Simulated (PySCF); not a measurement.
# BrH7Si3: the cost of one run

The runs use PySCF 2.14.0, with density-fitted response routines of our own; the level of theory stands in each step. All values are computed, except where a source is named. Atoms count from 0, in the outputs and in this text.

### 1 Starting geometry

11 atoms, charge 0, multiplicity 1; geometry from: GFN2-xTB. The atoms were then displaced at random by about 0.01 Å, so the start is not that level's minimum.

Bonds of the start (Å): Si0–Si1 2.29, Si1–Si2 2.31, Si2–Br3 2.28, Si0–H4 1.49, Si0–H5 1.44, Si0–H6 1.46, Si1–H7 1.47, Si1–H8 1.45, Si2–H9 1.48, Si2–H10 1.45.

### 2 Geometry optimisation at PBE0-D3(BJ)/def2-SVP

The job: settings as JSON, then the geometry in Å.

```
{"job": {"xc": "PBE0", "basis": "def2-SVP", "d3": "d3bj", "grid": 1, "shake": 0.01, "kind": "geom"}, "charge": 0, "multiplicity": 1}
Si    -1.935370    -0.163560     0.660360
Si    -0.137360    -0.531210    -0.713800
Si     1.757510     0.644060    -0.114170
Br     3.636800    -0.626740    -0.292630
H     -2.197930     1.296750     0.764210
H     -1.735220    -0.643970     2.006790
H     -3.170150    -0.750360     0.142520
H      0.240620    -1.947030    -0.777300
H     -0.404090    -0.159920    -2.094280
H      1.842950     1.053190     1.306500
H      2.140350     1.802960    -0.903860
```

On the command line:

```console
OMP_NUM_THREADS=1 python probes_run.py task.json out
```

This one command runs all jobs of the session in turn.

Q: Estimate the wall time and peak memory of this first job on 1 thread of Arm Neoverse N1, shared host.

About 3.6 min, with a peak of 0.51 GiB.
